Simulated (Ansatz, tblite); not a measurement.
# Si21H32 ring disc (InSi₂₀H₃₂): a ladder of methods and basis sets

How do method and basis change the picture of Si21H32 ring disc (InSi₂₀H₃₂) (doublet)?

The runs use Ansatz 0.2.0, Gaussian basis; as each input shows.

The runs, in order: GFN1-xTB, GFN2-xTB, PBE-D4/def2-SVP, r2SCAN-D4/def2-SVP, PBE-QIDH/def2-SVP, revPBE-D4/def2-SVP, LDA/def2-SVP, r2SCAN-D4/def2-mTZVP.

2 further runs of the same task are left out: 2 set aside as unsound or not needed.

## Step 1: The geometry

The geometry is that of the doublet, from an earlier relaxation (PBE-D4/def2-SVP).

53 atoms, charge 0, spin multiplicity 2.

Bond lengths: Si1–Si12 2.362 Å, Si1–Si13 2.363 Å, Si1–Si14 2.373 Å, Si1–H22 1.519 Å, Si2–Si13 2.359 Å, Si2–Si15 2.347 Å, Si2–H23 1.510 Å, Si2–H24 1.507 Å, Si3–Si15 2.350 Å, Si3–Si16 2.358 Å, Si3–H25 1.510 Å, Si3–H26 1.511 Å, Si4–Si12 2.358 Å, Si4–Si17 2.346 Å, Si4–H27 1.507 Å, Si4–H28 1.510 Å, In5–Si14 2.648 Å, In5–Si15 2.569 Å and more. Angles: Si12–Si1–Si13 112.6°, Si12–Si1–Si14 112.8°, Si12–Si1–H22 106.2°, Si13–Si1–Si14 113.7°, Si13–Si1–H22 105.6°, Si14–Si1–H22 105.2°, Si13–Si2–Si15 106.5°, Si13–Si2–H23 108.3°, Si13–Si2–H24 109.5°, Si15–Si2–H23 112.6°, Si15–Si2–H24 111.3°, H23–Si2–H24 108.4°, Si15–Si3–Si16 113.7°, Si15–Si3–H25 109.7°, Si15–Si3–H26 108.8°, Si16–Si3–H25 108.9°, Si16–Si3–H26 108.0°, H25–Si3–H26 107.5° and more.

In takes a core potential in the def2 sets. No spin-orbit coupling is included.

PBE0-D4/def2-SVP was run before; its log isn't repeated, and its numbers join the tables.

## Step 2: GFN1-xTB

Tight binding, by tblite at 300 K electronic temperature and without a spin-polarisation term:

```python
tblite.interface.Calculator('GFN1-xTB', numbers, positions, charge=0, uhf=1).singlepoint()
```

Energy -1512.2648 eV; 0.49 s.

## Step 3: GFN2-xTB

Tight binding, by tblite at 300 K electronic temperature and without a spin-polarisation term:

```python
tblite.interface.Calculator('GFN2-xTB', numbers, positions, charge=0, uhf=1).singlepoint()
```

Energy -1409.9104 eV; 0.64 s.

## Step 4: PBE-D4/def2-SVP

start.molden holds the orbitals of an earlier run on this state, given as this run's starting guess.

in.yaml

```yaml
crystal:
  periodic: [false, false, false]
  atoms:
    - {symbol: Si, position_ang: [-2.900579, -2.968296, 0.650223]}
    - {symbol: Si, position_ang: [-3.333351, -0.148908, -2.168251]}
    - {symbol: Si, position_ang: [-3.296081, 2.541828, 0.446752]}
    - {symbol: Si, position_ang: [-0.148122, -3.379489, -2.206694]}
    - {symbol: In, position_ang: [-0.323647, -0.336811, 0.358297]}
    - {symbol: Si, position_ang: [2.485512, -3.312561, 0.460120]}
    - {symbol: Si, position_ang: [2.633296, -0.559256, -2.202714]}
    - {symbol: Si, position_ang: [-0.551569, 2.670795, -2.187633]}
    - {symbol: Si, position_ang: [-0.372815, 5.148689, 0.662471]}
    - {symbol: Si, position_ang: [2.237569, 2.244185, 0.654913]}
    - {symbol: Si, position_ang: [5.098451, -0.400238, 0.655670]}
    - {symbol: Si, position_ang: [-1.610487, -4.429612, -0.683420]}
    - {symbol: Si, position_ang: [-4.356279, -1.618390, -0.631761]}
    - {symbol: Si, position_ang: [-1.591000, -1.746369, 2.207411]}
    - {symbol: Si, position_ang: [-1.903911, 1.233119, -0.921384]}
    - {symbol: Si, position_ang: [-2.122607, 4.063790, 1.812244]}
    - {symbol: Si, position_ang: [1.206567, -1.935522, -0.949243]}
    - {symbol: Si, position_ang: [0.959357, 1.012214, 2.228212]}
    - {symbol: Si, position_ang: [3.973574, -2.105854, 1.831260]}
    - {symbol: Si, position_ang: [3.665989, 0.914702, -0.678185]}
    - {symbol: Si, position_ang: [0.929427, 3.700446, -0.667749]}
    - {symbol: H, position_ang: [-3.801915, -3.851633, 1.494853]}
    - {symbol: H, position_ang: [-4.417429, 0.626332, -2.878214]}
    - {symbol: H, position_ang: [-2.568665, -0.944457, -3.194086]}
    - {symbol: H, position_ang: [-4.137260, 1.645773, 1.323677]}
    - {symbol: H, position_ang: [-4.238134, 3.332227, -0.430675]}
    - {symbol: H, position_ang: [-0.950433, -2.626196, -3.235577]}
    - {symbol: H, position_ang: [0.655817, -4.442984, -2.915286]}
    - {symbol: H, position_ang: [1.561377, -4.122716, 1.337451]}
    - {symbol: H, position_ang: [3.286153, -4.284646, -0.372876]}
    - {symbol: H, position_ang: [1.845523, 0.198702, -3.239675]}
    - {symbol: H, position_ang: [3.726808, -1.328913, -2.904960]}
    - {symbol: H, position_ang: [-1.342125, 3.762919, -2.868601]}
    - {symbol: H, position_ang: [0.203355, 1.902134, -3.240630]}
    - {symbol: H, position_ang: [-0.996911, 6.160159, -0.269550]}
    - {symbol: H, position_ang: [0.498305, 5.895776, 1.642244]}
    - {symbol: H, position_ang: [3.159318, 3.136962, 1.466277]}
    - {symbol: H, position_ang: [6.094672, -1.056607, -0.270221]}
    - {symbol: H, position_ang: [5.863963, 0.469817, 1.622111]}
    - {symbol: H, position_ang: [-2.595521, -5.311337, -1.413294]}
    - {symbol: H, position_ang: [-0.805299, -5.308751, 0.240853]}
    - {symbol: H, position_ang: [-5.280721, -2.575679, -1.346250]}
    - {symbol: H, position_ang: [-5.191694, -0.807040, 0.327921]}
    - {symbol: H, position_ang: [-2.446445, -0.928619, 3.139836]}
    - {symbol: H, position_ang: [-0.687167, -2.647231, 3.007583]}
    - {symbol: H, position_ang: [-3.079344, 5.114246, 2.323734]}
    - {symbol: H, position_ang: [-1.568244, 3.338398, 3.009874]}
    - {symbol: H, position_ang: [1.831624, 0.196794, 3.142962]}
    - {symbol: H, position_ang: [0.081706, 1.914212, 3.051745]}
    - {symbol: H, position_ang: [3.210038, -1.502618, 2.980390]}
    - {symbol: H, position_ang: [5.000171, -3.046419, 2.415069]}
    - {symbol: H, position_ang: [4.527008, 1.904648, -1.432048]}
    - {symbol: H, position_ang: [1.928878, 4.550283, -1.421677]}
basis:
  gaussian: {orbitals: def2-SVP, fitting: {mean_field: def2-universal-jkfit}, initial_orbitals: start.molden}
magnetization: {spin_polarized: true, initial_magnetization: 1}
hamiltonian: {xc: pbe, dispersion: d4}
scf: {omitted_lower_state_checks: [starts]}
output: {forces: true, orbitals: {seedname: orbitals}}
```

Started as:

```console
> ansatz run in.yaml --threads 2 --pin off --events-out ev --progress --plain --max-ram 32768MiB --backend cuda --devices 0, --max-vram 18GiB
```

After this run come: r2SCAN-D4/def2-SVP; PBE-QIDH/def2-SVP; revPBE-D4/def2-SVP; LDA/def2-SVP; r2SCAN-D4/def2-mTZVP.

Before running them: what should the planned runs give, taken together? Wanted: gap in def2-SVP, named functionals, smallest and largest; binding an atom, functionals in def2-SVP; ⟨S²⟩ in def2-SVP, named functionals, smallest and largest.

As calculated:

```
                                                 quantity                              value
 gap in def2-SVP, named functionals, smallest and largest   0.34 eV (LDA), 1.96 eV (PBE0-D4)
                 binding an atom, functionals in def2-SVP  3.09 (revPBE-D4) to 3.48 eV (LDA)
⟨S²⟩ in def2-SVP, named functionals, smallest and largest                       0.751, 0.758
```

Orbital gaps of the named functionals in def2-SVP span 0.34 eV (LDA) to 1.96 eV (PBE0-D4); exact exchange widens it. Over the named functionals in def2-SVP spin contamination reaches 0.01 (r2SCAN-D4), which is small.
